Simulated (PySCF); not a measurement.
**HF/ccECP-aug-cc-pVDZ (core potential) run of InBrF2 (SMILES [F][In]([F])[Br])**

What is the vertical ionisation energy of InBrF2 at HF/ccECP-aug-cc-pVDZ (core potential)? The job is set up through a Python script.

Program for the calculation: PySCF 2.14.0.

### 1 The molecule

InBrF2: 4 atoms, total charge 0, spin state singlet. SMILES: `[F][In]([F])[Br]`. The coordinates come from a PBE0-D4/def2-TZVP relaxation.

Bond lengths: F1–In2 1.925 Å, In2–F3 1.924 Å, In2–Br4 2.413 Å. Angles: F1–In2–F3 113.7°, F1–In2–Br4 123.2°, F3–In2–Br4 123.2°.

### 2 The energy at HF/ccECP-aug-cc-pVDZ (core potential)

mol.xyz reads:

```xyz
4

F      0.769000     0.686500     1.670900
In     0.065500    -0.051400     0.038600
F      0.776000    -1.786800    -0.394000
Br    -1.555000     1.091500    -1.335700
```

run.py reads:

```python
from pyscf import gto

mol = gto.Mole()
mol.atom = 'mol.xyz'
mol.max_memory = 1860
mol.verbose = 3
mol.ecp = {'F': 'ccecp', 'In': 'ccecp', 'Br': 'ccecp'}
mol.basis = 'ccecp-aug-cc-pvdz'
mol.charge = 0
mol.build()

calc0 = mol.RHF()
calc0.conv_tol = 1e-10
calc0.kernel()
if not calc0.converged:
    calc0 = calc0.newton().run(calc0.mo_coeff, calc0.mo_occ)

e_final = calc0.e_tot
print('Final energy', e_final)
```

Started as:

```
$ OMP_NUM_THREADS=1 python run.py
```

The program printed:

```text
converged SCF energy = -63.1128062919472
Final energy -63.11280629194715
```

It took 4.2 s on 1 thread of Arm Neoverse V1, shared host; peak memory 0.17 GiB.

### 3 The doublet cation, same level

run.py reads:

```python
from pyscf import gto, scf

mol = gto.M(
    atom='''
F      1.453199     1.297297     3.157543
In     0.123777    -0.097132     0.072943
F      1.466427    -3.376563    -0.744552
Br    -2.938524     2.062636    -2.524107
''',
    verbose=3,
    basis='ccecp-aug-cc-pvdz',
    unit='bohr',
    ecp='ccecp',
    spin=1,
    max_memory=1860,
    charge=1,
)

calc0 = scf.UHF(mol)
calc0.conv_tol = 1e-10
calc0.kernel()
if not calc0.converged:
    calc0 = calc0.newton().run(calc0.mo_coeff, calc0.mo_occ)

etot = calc0.e_tot
print('Final energy', etot)
```

Started as:

```
$ OMP_NUM_THREADS=1 python run.py
```

The program printed:

```text
converged SCF energy = -62.7041447998208  <S^2> = 0.75742368  2S+1 = 2.00741
Final energy -62.704144799820845
```

Wall time 4.8 s (1 thread of Arm Neoverse V1, shared host); peak memory 0.16 GiB.

### 4 Results

At HF/ccECP-aug-cc-pVDZ (core potential):

| quantity | value |
| --- | --- |
| singlet InBrF2: total energy | -63.11281 Eh |
| singlet InBrF2: dipole moment | 2.20 D |
| singlet InBrF2: HOMO energy | -12.48 eV |
| singlet InBrF2: LUMO energy | -0.34 eV |
| singlet InBrF2: HOMO–LUMO gap | 12.14 eV |
| doublet cation: total energy | -62.70414 Eh |
| doublet cation: HOMO energy (highest over α and β) | -20.58 eV |
| doublet cation: LUMO energy (lowest over α and β) | -9.94 eV |
| doublet cation: ⟨S²⟩ | 0.757 |
| vertical ionisation energy (to the doublet cation) | 11.120 eV |

What this shows: Removing an electron at fixed nuclei costs 11.12 eV (256 kcal/mol). The negative HOMO energy of the first species, 12.48 eV, lies 1.36 eV above that difference.
